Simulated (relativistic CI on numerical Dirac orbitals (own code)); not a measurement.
# Kr XIII (Kr¹²⁺): levels and lines

The task is the spectrum of Kr¹²⁺: levels, purity of their labels, lifetimes and lines; runs with one setting changed show what the result hangs on.

The numbers are computed with relativistic CI on numerical Dirac orbitals (own code) version 2 (Dirac-Coulomb-Breit CI, KLI orbitals optimised for each configuration, model QED (radiative potential, 1s self-energy scaled to tabulated hydrogen-like ionisation energies)), except any that are marked as measured or tabulated.

### 1 The system

* ion: Kr¹²⁺ (Kr XIII)
* nuclear charge: 36
* electrons: 24
* isotope: A = 84
* first configuration typed: [Ar] 3d6

Outer shells as boxes (Hund's rule):

first configuration typed
```
[Ar] core
3d [↑↓][↑ ][↑ ][↑ ][↑ ]
```

### 2 The main run

The run's settings:

```ini
atom Kr  Z=36  charge=12  electrons=24
nucleus A=84  rms_radius_fm=4.1884
hamiltonian dirac-coulomb  breit=on  qed=on  c_scale=1
orbitals kli  potential=per-configuration
slater_scale 1
correlation none
mixing on
configurations
  [Ar] 3d6
  [Ne] 3s2 3p5 3d7
  [Ne] 3s2 3p4 3d8
  [Ne] 3s 3p6 3d7
  [Ar] 3d5 4s
  [Ne] 3p6 3d8
  [Ar] 3d5 4p
  [Ar] 3d5 4d
  [Ne] 3s 3p5 3d8
  [Ar] 3d4 4s2
  [Ar] 3d4 4s 4p
  [Ar] 3d5 4f
  [Ar] 3d5 5s
  [Ar] 3d4 4p2
  [Ne] 3s2 3p5 3d6 4s
  [Ar] 3d5 5p
  [Ar] 3d4 4s 4d
  [Ne] 3s2 3p4 3d7 4s
  [Ar] 3d5 5d
  [Ne] 3s2 3p5 3d6 4p
  [Ar] 3d4 4p 4d
  [Ne] 3s2 3p4 3d7 4p
  [Ar] 3d5 5g
  [Ar] 3d5 6s
  [Ar] 3d5 6d
  [Ne] 3s 3p6 3d6 4s
  [Ne] 3s 3p6 3d5 4s2
  [Ne] 3p6 3d7 4s
  [Ne] 3p6 3d7 4p
  [Ne] 3p6 3d7 4d
  [Ne] 3s 3p6 3d6 5s
end
```

### 3 Without the Breit term

Settings: those of step 2 with these lines changed.

```diff
@@ -2,3 +2,3 @@
 nucleus A=84  rms_radius_fm=4.1884
-hamiltonian dirac-coulomb  breit=on  qed=on  c_scale=1
+hamiltonian dirac-coulomb  breit=off  qed=on  c_scale=1
 orbitals kli  potential=per-configuration
```

### 4 Without configuration mixing

Settings: those of step 3 with these lines changed.

```diff
@@ -2,3 +2,3 @@
 nucleus A=84  rms_radius_fm=4.1884
-hamiltonian dirac-coulomb  breit=off  qed=on  c_scale=1
+hamiltonian dirac-coulomb  breit=on  qed=on  c_scale=1
 orbitals kli  potential=per-configuration
@@ -6,3 +6,3 @@
 correlation none
-mixing on
+mixing off
 configurations
```

(Steps that only read results are left out.)

Before running it: what results should come out? Wanted: lowest level; first excitation; lowest level of the other parity; fastest E1 line; ionisation energy.

**Answer**, as computed:

| run | time | mean size of shift, levels followed (cm⁻¹) | lowest level | ionisation energy (eV) |
| --- | --- | --- | --- | --- |
| main run | 22 s | 0 | 3d6 5D4 | 389.19 |
| without the Breit term | 20 s | 232 | 3d6 5D4 | 389.24 |
| without configuration mixing | 21 s | 2914 | 3d6 5D4 | - |

The tabulated theoretical ionisation energy (NIST) is 391 eV.

```
                                                                         quantity                             value
                                                                     lowest level                           3d6 5D4
                                                                 first excitation              3d6 5D3, 5746.1 cm⁻¹
                                                 lowest level of the other parity         3p5 3d7 5G°6, 872864 cm⁻¹
                                                              levels in the model                              9980
fastest E1 line (by rate) to the lowest level among the lowest 400 of 9980 levels  9.687 nm, from 3p5 3d7 5D°4 (ii)
                                                                ionisation energy                         389.19 eV
                                  ionisation energy, tabulated theoretical (NIST)                            391 eV
```

The lowest level is 3d6 5D4, 97 % pure in LS and 47 % in jj coupling; over the low levels the means are 86 and 61 %, so LS coupling describes them better. The ionisation energy agrees with the tabulated theoretical value within its uncertainty of 4 eV. The largest mover is «without configuration mixing» (2914 cm⁻¹ on average). Lifetimes count radiative decay inside the model alone.
